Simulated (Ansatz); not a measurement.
# C6H11ClO2: the cost of one run

Computed with Ansatz 0.2.0, Gaussian basis. Level: the settings change from run to run.

## Step 1: The relaxed structure

The geometry comes from an earlier relaxation with PBE0-D4 in a triple-zeta def2 set; it is a stationary point, not always the lowest conformer.

SMILES `CCCOC(=O)CCCl`, 20 atoms, charge 0, spin multiplicity 1.

Atoms are counted from 1 here; the program's logs count them from 0.

Bond lengths: C1–C2 1.519 Å, C1–H10 1.093 Å, C1–H11 1.091 Å, C1–H12 1.093 Å, C2–C3 1.508 Å, C2–H13 1.094 Å, C2–H14 1.094 Å, C3–O4 1.433 Å, C3–H15 1.094 Å, C3–H16 1.094 Å, O4–C5 1.334 Å, C5–O6 1.203 Å, C5–C7 1.505 Å, C7–C8 1.509 Å, C7–H17 1.093 Å, C7–H18 1.093 Å, C8–Cl9 1.782 Å, C8–H19 1.088 Å and more. Angles: C2–C1–H10 111.4°, C2–C1–H11 111.0°, C2–C1–H12 111.4°, H10–C1–H11 107.7°, H10–C1–H12 107.6°, H11–C1–H12 107.7°, C1–C2–C3 111.4°, C1–C2–H13 110.3°, C1–C2–H14 110.3°, C3–C2–H13 109.0°, C3–C2–H14 109.0°, H13–C2–H14 106.7°, C2–C3–O4 108.1°, C2–C3–H15 111.7°, C2–C3–H16 111.7°, O4–C3–H15 109.0°, O4–C3–H16 109.0°, H15–C3–H16 107.4° and more.

## Step 2: wB97M-V/6-31++G**

Set apart from the defaults: high accuracy.

File in.yaml:

```yaml
crystal:
  periodic: [false, false, false]
  atoms:
    - {symbol: C, position_ang: [-2.832018, -1.673855, -1.566446]}
    - {symbol: C, position_ang: [-1.349238, -1.443174, -1.330752]}
    - {symbol: C, position_ang: [-1.116434, -0.339755, -0.330272]}
    - {symbol: O, position_ang: [0.297614, -0.182726, -0.162644]}
    - {symbol: C, position_ang: [0.681923, 0.760113, 0.698965]}
    - {symbol: O, position_ang: [-0.078212, 1.457298, 1.317576]}
    - {symbol: C, position_ang: [2.182288, 0.830793, 0.790425]}
    - {symbol: C, position_ang: [2.622879, 1.894864, 1.766090]}
    - {symbol: Cl, position_ang: [4.401441, 1.957202, 1.857411]}
    - {symbol: H, position_ang: [-3.318645, -0.773873, -1.951701]}
    - {symbol: H, position_ang: [-2.993372, -2.473356, -2.291385]}
    - {symbol: H, position_ang: [-3.342851, -1.956420, -0.642112]}
    - {symbol: H, position_ang: [-0.851438, -1.183489, -2.269797]}
    - {symbol: H, position_ang: [-0.875588, -2.359850, -0.966861]}
    - {symbol: H, position_ang: [-1.565596, -0.571556, 0.639600]}
    - {symbol: H, position_ang: [-1.541739, 0.609403, -0.668527]}
    - {symbol: H, position_ang: [2.584935, 1.023646, -0.207486]}
    - {symbol: H, position_ang: [2.561454, -0.151394, 1.084814]}
    - {symbol: H, position_ang: [2.253546, 1.694457, 2.769554]}
    - {symbol: H, position_ang: [2.279048, 2.881661, 1.463560]}
basis:
  gaussian: {orbitals: "6-31++G**"}
hamiltonian: {xc: {name: wB97M-V}}
accuracy: high
```

Command:

```bash
> ansatz run in.yaml --threads 4 --pin off --events-out ev --progress --plain --max-ram 66560MiB --backend cpu
```

Q: Estimate wall time and peak memory on 4 threads of AMD EPYC 7R13, shared host.

About 66 s, with a peak of 3.1 GiB.
